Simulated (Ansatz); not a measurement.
# ClHHf: the cost of one run

The runs use Ansatz 0.2.0, Gaussian basis; def2-QZVPP, core rule «outside noble gas», up to 9 orbitals frozen.

Plan: UHF; ROHF; CCSD(T) on UHF.

2 further runs of the same task are left out: 2 set aside as unsound or not needed.

**1. The geometry**

The geometry is a PBE0/def2-TZVP stationary point (not a proven minimum) of the parent state, kept for this charge and spin. No spin-orbit coupling is included. Elements past krypton take def2 core potentials.

3 atoms, charge 0, spin multiplicity 3.

Atoms are counted from 1 here; the program's logs count them from 0.

Bond lengths: Hf1–Cl2 2.337 Å, Hf1–H3 1.882 Å. Angles: Cl2–Hf1–H3 180.0°.

**2. UHF**

Contents of in.yaml:

```yaml
crystal:
  periodic: [false, false, false]
  atoms:
    - {symbol: Hf, position_ang: [0.000000, 0.000000, 0.151500]}
    - {symbol: Cl, position_ang: [0.000000, 0.000000, -2.185400]}
    - {symbol: H, position_ang: [0.000000, 0.000000, 2.033900]}
basis:
  gaussian: {orbitals: "def2-QZVPP.json"}
magnetization: {spin_polarized: true, initial_magnetization: 2}
hamiltonian: {xc: hf}
output: {orbitals: {seedname: orbitals}}
```

Started as:

```
$ ansatz run in.yaml --threads 1 --pin off --events-out ev --progress --plain --max-ram 4096MiB --backend cpu
```

Q: Estimate wall time and peak memory on 1 thread of AMD EPYC 7R13, shared host.

About 16 s, with a peak of 0.38 GiB.
